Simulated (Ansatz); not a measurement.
I need a single point from an input written key by key of C2H7BOS, SMILES CBC(O)S. Use the Python package of Ansatz (0.2.0). Level of theory: B3LYP, def2-SVP basis, multiplicity 1.

`input.yaml`
```yaml
crystal:
  periodic: [false, false, false]
  atoms:
    - { symbol: C, position_ang: [-1.1357, 1.1362, -0.1126] }
    - { symbol: B, position_ang: [-0.5248, -0.2083, -0.5321] }
    - { symbol: C, position_ang: [0.7194, -0.7712, 0.2351] }
    - { symbol: O, position_ang: [0.5454, -0.8655, 1.6146] }
    - { symbol: S, position_ang: [2.1691, 0.3385, 0.0005] }
    - { symbol: H, position_ang: [-0.4492, 2.0174, -0.2571] }
    - { symbol: H, position_ang: [-1.4818, 1.1444, 0.9398] }
    - { symbol: H, position_ang: [-2.0272, 1.3916, -0.7763] }
    - { symbol: H, position_ang: [-0.9974, -0.829, -1.3582] }
    - { symbol: H, position_ang: [1.0272, -1.7676, -0.1437] }
    - { symbol: H, position_ang: [-0.0634, -1.7101, 1.764] }
    - { symbol: H, position_ang: [2.2954, 0.0683, -1.3401] }
basis:
  gaussian: { orbitals: def2-SVP }
hamiltonian:
  xc: b3lyp
output:
  forces: true
```

The script, `c2h7bos.py`:
```python
import ansatz
import numpy as np

session = ansatz.Session.from_deck("input.yaml")
rep = session.plan(threads=1).execute().report

for key in ("converged", "free_energy_ev", "reference_energy_ev", "n_frozen", "n_occupied", "n_virtual"):
    print(f"{key:22s} {rep[key]}")
symbols = ["C", "B", "C", "O", "S", "H", "H", "H", "H", "H", "H", "H"]

print("forces (eV/A)")
for symbol, f in zip(symbols, rep["forces_ev_ang"]):
    print(f"  {symbol:2s} {f[0]:9.4f} {f[1]:9.4f} {f[2]:9.4f}")
charges = rep["charge_distribution"]
dipole = np.array(charges["dipole_moment_e_ang"]) * 4.803205
print("dipole (D): {:.3f} {:.3f} {:.3f}, length {:.3f}".format(*dipole, np.linalg.norm(dipole)))
print("atom  Mulliken   Lowdin")
for symbol, m, l in zip(symbols, charges["mulliken_charges_e"], charges["lowdin_charges_e"]):
    print(f"{symbol:4s} {m:9.3f} {l:8.3f}")
```

```console
$ python c2h7bos.py
converged              True
free_energy_ev         -15739.206749809096
reference_energy_ev    -15739.206749809096
n_frozen               0
n_occupied             [24, 24]
n_virtual              [85, 85]
forces (eV/A)
  C    -1.4775    1.6582   -1.0856
  B     0.8366    1.0823    1.4141
  C     0.5438   -1.2170   -0.7743
  O    -2.2533   -2.4969    1.6275
  S     0.2933    0.1836   -0.6858
  H    -0.1495   -0.7211    0.3613
  H     0.2116    0.0220   -0.0579
  H     0.6613   -0.2444    0.8075
  H    -0.7101   -1.1241   -1.6268
  H     0.1163    0.1122   -0.1551
  H     1.8852    2.6430   -0.2824
  H     0.0421    0.1023    0.4575
dipole (D): -1.229 -1.573 -0.959, length 2.214
atom  Mulliken   Lowdin
C       -0.037    0.023
B       -0.059   -0.302
C        0.089   -0.164
O       -0.324    0.058
S       -0.062    0.274
H        0.051    0.043
H        0.046    0.043
H        0.021    0.024
H       -0.005   -0.022
H        0.021   -0.023
H        0.209    0.068
H        0.050   -0.021
```

Notes:
- Total energies depend on the basis set; only differences at equal settings carry meaning.
- The geometry is a force-field or estimated start, not a minimum of this method, and the basis set is short of its limit.
- The Löwdin charges here are taken after orthogonalising the functions within each atom; they differ from plain Löwdin charges, and their signs can be unphysical.
- Timing: 5.1 s on 1 thread of Arm Neoverse V1, on a shared host, peak memory 0.27 GiB.

(Lines on the test bed's own set-up are left out of the output.)
